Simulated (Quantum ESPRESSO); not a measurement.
# AgB2 in Quantum ESPRESSO: the effect of dispersion

Crystal: AgB2.

```xyz
3
Lattice="3.0000 0.0000 0.0000 -1.5000 2.5981 0.0000 0.0000 0.0000 3.2400" Properties=species:S:1:pos:R:3 pbc="T T T"
Ag    0.0000    0.0000    0.0000
B     1.5000    0.8660    1.6200
B     0.0000    1.7321    1.6200
```

Alike in all runs:

```yaml
Program: Quantum ESPRESSO 7.5
Task: phonons
Potentials_or_basis: JTH 2.0 PBE
Cutoff: 707 eV
Density_cutoff: 4245 eV
k_mesh: 8 × 8 × 7
Occupations: cold, width 0.2 eV
Spin: no spin polarisation
```

Each run relaxes the cell or the atoms first.

Task: One run gave: relaxed volume 10.93 Å³/atom; highest phonon frequency 686 cm⁻¹. Which dispersion did it use?
A. D2
B. none
C. D3(BJ) two-body
D. rVV10
E. rev-vdW-DF2

Result: D.

| dispersion | functional | relaxed volume (Å³/atom) | highest phonon frequency (cm⁻¹) |
| --- | --- | --- | --- |
| none | PBE | 10.71 | 685 |
| D2 | PBE | 10.44 | 648 |
| D3(BJ) two-body | PBE | 10.34 | 711 |
| rVV10 | rPW86PBE | 10.93 | 686 |
| rev-vdW-DF2 | rev-vdW-DF2 | 10.58 | 688 |

Caveats: the mesh is thin for the phonons of a metal; the volume moved by over 15 % at a fixed basis, so the end points are rough; some modes are imaginary (some runs); pairwise dispersion overbinds metals, which lowers pressure and volume (some runs); the potentials were made for another functional, which shifts forces and pressure (some runs).
